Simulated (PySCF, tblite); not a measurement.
# C4H8F2Si: geometry, infrared bands and NMR shifts

Aim: predict the infrared bands and NMR shifts of C4H8F2Si (`C[C@@]1(C(F)F)C[SiH2]1`).

The runs use tblite 0.8.0 and PySCF 2.14.0, with density-fitted response routines of our own; the level of theory stands in each step. All values are computed, except where a source is named. Atoms count from 0, in the outputs and in this text.

## (1) Starting geometry

15 atoms, charge 0, multiplicity 1; geometry from: force field or distance geometry start.

Bonds of the start (Å): C0–C1 1.52, C1–C2 1.50, C2–F3 1.37, C2–F4 1.36, C1–C5 1.50, C5–Si6 1.88, Si6–C1 1.85, C0–H7 1.10, C0–H8 1.10, C0–H9 1.09, C2–H10 1.11, C5–H11 1.08, C5–H12 1.08, Si6–H13 1.48, Si6–H14 1.47.

## (2) Geometry optimisation with GFN2-xTB

Job settings and geometry (Å):

```
{"job": {"kind": "relax", "xc": "GFN2-xTB", "basis": "xTB"}, "charge": 0, "multiplicity": 1}
C      1.567700    -0.165100    -0.258100
C      0.090000     0.122300    -0.057600
C     -0.188700     1.454800     0.561400
F      0.415400     2.429500    -0.185300
F      0.347200     1.514500     1.808300
C     -0.886300    -0.483000    -1.027500
Si    -0.912200    -1.239500     0.693100
H      1.988500     0.567500    -0.957200
H      1.752600    -1.163200    -0.670200
H      2.110400    -0.078900     0.688200
H     -1.264400     1.709000     0.626000
H     -0.523900    -1.158700    -1.789800
H     -1.785000     0.063500    -1.273500
H     -2.234600    -0.922600     1.271000
H     -0.481200    -2.642300     0.549400
```

Command:

```console
> OMP_NUM_THREADS=1 python probes_run.py task.json out
```

One launch serves the whole session: the jobs run in the order shown.

**Question.** This job is followed by: GFN2-xTB harmonic vibrations, gas phase; GIAO PBE0/pcSseg-1 NMR shielding, non-relativistic, gas phase. Predict these results of the whole session: strongest single infrared mode (GFN2-xTB); zero-point energy (GFN2-xTB); 13C shifts against TMS (PBE0/pcSseg-1); 1H shifts against TMS (PBE0/pcSseg-1, means over atoms taken as alike); 19F shifts against CFCl3 (PBE0/pcSseg-1); 29Si shifts against TMS (PBE0/pcSseg-1); surface potential, 1st and 99th percentile.

As calculated:

| quantity | value |
| --- | --- |
| strongest single infrared mode (GFN2-xTB) | 2390 cm⁻¹, 429 km/mol |
| zero-point energy (GFN2-xTB) | 68.1 kcal/mol |
| 13C shifts against TMS (PBE0/pcSseg-1) | 126.8, 22.2, 15.5, 7.0 ppm |
| 1H shifts against TMS (PBE0/pcSseg-1, means over atoms taken as alike) | 5.54, 2.82, 2.61, 1.46, 0.80, 0.52 ppm |
| 19F shifts against CFCl3 (PBE0/pcSseg-1) | -126.2, -138.6 ppm |
| 29Si shifts against TMS (PBE0/pcSseg-1) | -135.3 ppm |
| surface potential, 1st and 99th percentile | -1.06 V and 1.26 V |

In words: The optimisation took 47 steps and gained 0.430 eV; among the close pairs (by a distance rule), C1–Si6 changed most, from 1.850 to 1.898 Å. All 39 modes are real, so the xTB geometry is a minimum. The strongest single mode, at 2390 cm⁻¹, moves mainly H14 and H13. GFN2-xTB is a fitted tight-binding method: band positions and strengths are rough. Its intensities can rank the bands wrongly. The most deshielded hydrogen is H10 (hydrogen on an sp3 CH bonded to 2 F), at 5.54 ppm: its carbon carries F, an electronegative neighbour. At PBE0/pcSseg-1: The widest tensor belongs to Si6: span 287 ppm, with a paramagnetic part of -398 ppm.
